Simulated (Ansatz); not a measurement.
# WO₅ (triplet): energies up the ladder, part 2 of 2

Aim: energies up the ladder, for WO₅ (triplet), with the cost of each level. Spin multiplicity 3.

Ansatz 0.2.0, Gaussian bases.

### 12 Single point, PBE-D4/def2-SVPD

Input file input.yaml:

```yaml
crystal:
  periodic: [false, false, false]
  atoms:
    - { symbol: O, position_ang: [1.7713721, -0.86888506, -0.0686122] }
    - { symbol: O, position_ang: [1.84367051, 0.25297871, 0.60740046] }
    - { symbol: W, position_ang: [-0.11106904, 0.08242296, 0.02243649] }
    - { symbol: O, position_ang: [-1.0115004, -0.19011606, 1.43630145] }
    - { symbol: O, position_ang: [-0.80287803, -1.01820403, -1.32755703] }
    - { symbol: O, position_ang: [-0.51209513, 1.60207349, -0.66886917] }
magnetization:
  spin_polarized: true
  initial_magnetization: 2
basis:
  gaussian: { orbitals: def2-SVPD }
hamiltonian:
  xc: pbe
  dispersion: d4
```

Command:

```console
$ ansatz run input.yaml --threads 4 --pin off --max-ram 10240MiB --backend cpu --events-out ev --progress --plain --runs-dir out
```

The log of the run, cut to the lines that bear on the results:

```text
Warning: RAYON_NUM_THREADS=4 ignored (pool sized by the plan → 4); use --threads N
Engine: ansatz 0.2.0, x86_64-unknown-linux-gnu
Functional definition: PBE
  parameter kappa = 0.804
  parameter beta = 0.06672455060314922
  exchange = pbe_x(kappa = kappa, mu = beta*pi^2/3)
  correlation = pbe_c(beta = beta)
1241 factors; their error is unknown
mean field evaluation 1: about -12012.0011 eV, gradient 9.0e1 eV
mean field evaluation 2: about -11298.0049 eV, gradient 3.3e2 eV
mean field evaluation 4: about -11968.0489 eV, gradient 1.2e2 eV
mean field evaluation 8: about -12027.9891 eV, gradient 5.9e1 eV
mean field evaluation 16: about -12044.2432 eV, gradient 4.7e-3 eV
mean field evaluation 32: about -12039.4884 eV, gradient 2.4e1 eV
mean field evaluation 64: about -12042.9912 eV, gradient 5.6e0 eV
mean field -12044.24315321 eV, -442.6177719993 hartree, gradient 1.0e-5 eV, S^2 2.012737; 8 other end points of the search recorded, 0 dependent functions left out
reference -12044.24320618 eV, -442.6177739459 hartree; 28, 26 occupied and 122, 124 virtual orbitals, 1241 factors
Total energy: -12044.40264177 eV, -442.6236330957 hartree
```

Wall time 5.3 s (4 threads of AMD EPYC 9R45 (Zen 5), shared host); peak memory 0.33 GiB.

### 13 The anion of multiplicity 2 at the same geometry, PBE0-D4/def2-TZVPPD

Edit input.yaml of step 12 so:

```diff
@@ -11,7 +11,8 @@
   spin_polarized: true
-  initial_magnetization: 2
+  initial_magnetization: 1
+total_charge: -1
 basis:
-  gaussian: { orbitals: def2-SVPD }
+  gaussian: { orbitals: def2-TZVPPD.json }
 hamiltonian:
-  xc: pbe
+  xc: pbe0
   dispersion: d4
```

Command:

```console
$ ansatz run input.yaml --threads 4 --pin off --max-ram 10240MiB --backend cpu --events-out ev --progress --plain --runs-dir out
```

The log of the run, cut to the lines that bear on the results:

```text
Warning: RAYON_NUM_THREADS=4 ignored (pool sized by the plan → 4); use --threads N
[... 7 set-up lines as earlier in the session ...]
1347 factors; their error is unknown
mean field evaluation 1: about -12040.5789 eV, gradient 6.9e1 eV
mean field evaluation 2: about -11732.9627 eV, gradient 2.7e2 eV
mean field evaluation 4: about -12038.0671 eV, gradient 6.7e1 eV
mean field evaluation 8: about -12057.8776 eV, gradient 1.3e0 eV
mean field evaluation 16: about -12057.9378 eV, gradient 4.7e-2 eV
mean field evaluation 32: about -12057.9380 eV, gradient 5.0e-5 eV
mean field -12057.93802975 eV, -443.1210494295 hartree, gradient 2.6e-5 eV, S^2 0.757368; 2 other end points of the search recorded, 0 dependent functions left out
reference -12057.93807680 eV, -443.1210511585 hartree; 28, 27 occupied and 231, 232 virtual orbitals, 1347 factors
Total energy: -12058.09223840 eV, -443.1267164928 hartree
```

Wall time 7.2 s (4 threads of AMD EPYC 9R45 (Zen 5), shared host); peak memory 0.98 GiB.

### 14 The anion of multiplicity 2 at the same geometry, PBE-D4/def2-TZVPPD

Edit input.yaml of step 13 so:

```diff
@@ -16,3 +16,3 @@
 hamiltonian:
-  xc: pbe0
+  xc: pbe
   dispersion: d4
```

Command:

```console
$ ansatz run input.yaml --threads 4 --pin off --max-ram 10240MiB --backend cpu --events-out ev --progress --plain --runs-dir out
```

The log of the run, cut to the lines that bear on the results:

```text
Warning: RAYON_NUM_THREADS=4 ignored (pool sized by the plan → 4); use --threads N
[... 6 set-up lines as earlier in the session ...]
1266 factors; their error is unknown
mean field evaluation 1: about -12040.9559 eV, gradient 7.5e1 eV
mean field evaluation 2: about -11490.0746 eV, gradient 3.2e2 eV
mean field evaluation 4: about -12037.6497 eV, gradient 7.2e1 eV
mean field evaluation 8: about -12060.6640 eV, gradient 1.0e1 eV
mean field evaluation 16: about -12061.0374 eV, gradient 2.8e-1 eV
mean field evaluation 32: about -12061.0266 eV, gradient 1.7e-4 eV
mean field evaluation 64: about -12060.2809 eV, gradient 6.7e0 eV
mean field -12061.02662311 eV, -443.2345531420 hartree, gradient 6.7e-6 eV, S^2 0.754252; 8 other end points of the search recorded, 0 dependent functions left out
reference -12061.02668151 eV, -443.2345552880 hartree; 28, 27 occupied and 231, 232 virtual orbitals, 1266 factors
Total energy: -12061.20899756 eV, -443.2412552792 hartree
```

Run time: 11 s. Hardware: 4 threads of AMD EPYC 9R45 (Zen 5), shared host; peak memory 1 GiB.

### 15 The anion of multiplicity 2 at the same geometry, r2SCAN-D4/def2-TZVPPD

Edit input.yaml of step 14 so:

```diff
@@ -16,3 +16,3 @@
 hamiltonian:
-  xc: pbe
+  xc: r2scan
   dispersion: d4
```

Command:

```console
$ ansatz run input.yaml --threads 4 --pin off --max-ram 10240MiB --backend cpu --events-out ev --progress --plain --runs-dir out
```

The log of the run, cut to the lines that bear on the results:

```text
Warning: RAYON_NUM_THREADS=4 ignored (pool sized by the plan → 4); use --threads N
[... 7 set-up lines as earlier in the session ...]
1266 factors; their error is unknown
mean field evaluation 1: about -12047.1793 eV, gradient 7.2e1 eV
mean field evaluation 2: about -11566.1870 eV, gradient 3.1e2 eV
mean field evaluation 4: about -12042.7321 eV, gradient 7.2e1 eV
mean field evaluation 8: about -12065.7427 eV, gradient 6.8e0 eV
mean field evaluation 16: about -12065.9335 eV, gradient 1.0e-1 eV
mean field evaluation 32: about -12065.9220 eV, gradient 2.4e-5 eV
mean field evaluation 64: about -12065.5833 eV, gradient 4.1e0 eV
mean field -12065.92201002 eV, -443.4144552927 hartree, gradient 3.8e-6 eV, S^2 0.757860; 8 other end points of the search recorded, 0 dependent functions left out
reference -12065.92204348 eV, -443.4144565222 hartree; 28, 27 occupied and 231, 232 virtual orbitals, 1266 factors
Total energy: -12065.96418355 eV, -443.4160051413 hartree
```

It took 12 s on 4 threads of AMD EPYC 9R45 (Zen 5), shared host; peak memory 0.7 GiB.

### 16 The anion of multiplicity 2 at the same geometry, B3LYP-D4/def2-TZVPPD

Edit input.yaml of step 15 so:

```diff
@@ -16,3 +16,3 @@
 hamiltonian:
-  xc: r2scan
+  xc: { name: B3LYP }
   dispersion: d4
```

Command:

```console
$ ansatz run input.yaml --threads 4 --pin off --max-ram 10240MiB --backend cpu --events-out ev --progress --plain --runs-dir out
```

The log of the run, cut to the lines that bear on the results:

```text
Warning: RAYON_NUM_THREADS=4 ignored (pool sized by the plan → 4); use --threads N
[... 7 set-up lines as earlier in the session ...]
1337 factors; their error is unknown
mean field evaluation 1: about -12050.0287 eV, gradient 7.4e1 eV
mean field evaluation 2: about -11680.6785 eV, gradient 2.9e2 eV
mean field evaluation 4: about -12044.9844 eV, gradient 7.5e1 eV
mean field evaluation 8: about -12069.6306 eV, gradient 1.8e0 eV
mean field evaluation 16: about -12069.6842 eV, gradient 6.7e-2 eV
mean field evaluation 32: about -12069.6847 eV, gradient 6.8e-5 eV
mean field -12069.68466381 eV, -443.5527302689 hartree, gradient 1.7e-5 eV, S^2 0.756754; 5 other end points of the search recorded, 0 dependent functions left out
reference -12069.68494759 eV, -443.5527406976 hartree; 28, 27 occupied and 231, 232 virtual orbitals, 1337 factors
Total energy: -12069.98105279 eV, -443.5636223631 hartree
```

It took 10 s on 4 threads of AMD EPYC 9R45 (Zen 5), shared host; peak memory 1 GiB.

### 17 The anion of multiplicity 2 at the same geometry, wB97M-V/def2-TZVPPD

Edit input.yaml of step 16 so:

```diff
@@ -16,3 +16,2 @@
 hamiltonian:
-  xc: { name: B3LYP }
-  dispersion: d4
+  xc: { name: wB97M-V }
```

Command:

```console
$ ansatz run input.yaml --threads 4 --pin off --max-ram 10240MiB --backend cpu --events-out ev --progress --plain --runs-dir out
```

The log of the run, cut to the lines that bear on the results:

```text
Warning: RAYON_NUM_THREADS=4 ignored (pool sized by the plan → 4); use --threads N
[...]
[... 1 set-up line as earlier in the session ...]
[...]
  gx(w, u) = 1 - cx + cx01*u + cx10*w
  gss(w, u) = css00 + css04*u^4 + css10*w + css20*w^2 + css43*w^4*u^3
  gos(w, u) = cos00 + cos10*w + (cos20 + cos21*u)*w^2 + (cos60 + cos61*u)*w^6
[...]
      + integral(e_c_pw_mod_opposite_spin*gos(b97_w_opposite, b97_u_opposite)) + vv10(b, c)
1269 factors; their error is unknown
339 factors; integrals over basis functions are off by at most 2.9e-5 eV
[...]
mean field -12063.85280496 eV, -443.3384134092 hartree, gradient 4.1e-5 eV, S^2 0.755654; 2 other end points of the search recorded, 0 dependent functions left out
reference -12063.85287470 eV, -443.3384159721 hartree; 28, 27 occupied and 231, 232 virtual orbitals, 1269 factors
Total energy: -12063.85287470 eV, -443.3384159721 hartree
```

It took 25 s on 4 threads of AMD EPYC 9R45 (Zen 5), shared host; peak memory 1.8 GiB.

### 18 The anion of multiplicity 2 at the same geometry, B2PLYP/def2-TZVPPD

Edit input.yaml of step 17 so:

```diff
@@ -16,2 +16,2 @@
 hamiltonian:
-  xc: { name: wB97M-V }
+  xc: { name: B2PLYP }
```

Command:

```console
$ ansatz run input.yaml --threads 4 --pin off --max-ram 10240MiB --backend cpu --events-out ev --progress --plain --runs-dir out
```

The log of the run, cut to the lines that bear on the results:

```text
Warning: RAYON_NUM_THREADS=4 ignored (pool sized by the plan → 4); use --threads N
[...]
[... 1 set-up line as earlier in the session ...]
[...]
1644 factors; integrals over basis functions are off by at most 8.2e-4 eV
[...]
mean field -12044.40292320 eV, -442.6236434380 hartree, gradient 9.2e-6 eV, S^2 0.764686; 4 other end points of the search recorded, 0 dependent functions left out
5 core orbitals not correlated: weight in the atoms' cores, before any rotation towards them, 1.000 or more for the frozen orbitals, at most 0.000 for the correlated occupied ones
reference -12044.40310741 eV, -442.6236502075 hartree; 23, 22 occupied and 231, 232 virtual orbitals, 1644 factors
second order -58.71183163 eV of doubles, -0.00000000 eV of singles
Total energy: -12060.25530195 eV, -443.2062076119 hartree
```

It took 16 s on 4 threads of AMD EPYC 9R45 (Zen 5), shared host; peak memory 1.3 GiB.

### 19 The levels compared

```tsv
level	O1–O2 (Å)	O1–W3 (Å)	O2–W3 (Å)	rotational constants (MHz)	dipole (D)	highest frequency (cm⁻¹)	CPU time
PBE0-D4/def2-TZVPPD	1.3118	2.1111	2.0475	3606.9, 2440.5, 2286.6	2.23	1252	11 min
```

Constants are for the commonest isotopes at the equilibrium geometry; times are CPU times of the relaxations.

### 20 Vertical electron affinity

```tsv
level	vertical electron affinity (eV)	from B2PLYP/def2-TZVPPD (eV)	CPU time of both
PBE-D4/def2-TZVPPD	4.348	-0.160	74 s
r2SCAN-D4/def2-TZVPPD	4.235	-0.273	2 min
B3LYP-D4/def2-TZVPPD	4.409	-0.099	89 s
wB97M-V/def2-TZVPPD	4.357	-0.151	3.7 min
B2PLYP/def2-TZVPPD	4.508	-0.000	2.1 min
```

### 21 Results

This closing draws on all 2 parts.

| quantity | value |
| --- | --- |
| O1–O2 at PBE0-D4/def2-TZVPPD | 1.312 Å |
| O1–W3 at PBE0-D4/def2-TZVPPD | 2.111 Å |
| O2–W3 at PBE0-D4/def2-TZVPPD | 2.048 Å |
| frequencies at PBE0-D4/def2-TZVPPD | 105 to 1252 cm⁻¹ |
| vertical electron affinity, B2PLYP/def2-TZVPPD | 4.508 eV |

In words: No mode is imaginary, so the geometry is a minimum. For the vertical electron affinity, B3LYP-D4/def2-TZVPPD comes nearest to B2PLYP/def2-TZVPPD (-0.10 eV) and r2SCAN-D4/def2-TZVPPD is farthest (-0.27 eV). Heavy atoms carry effective core potentials in def2 sets, and spin-orbit coupling is left out.
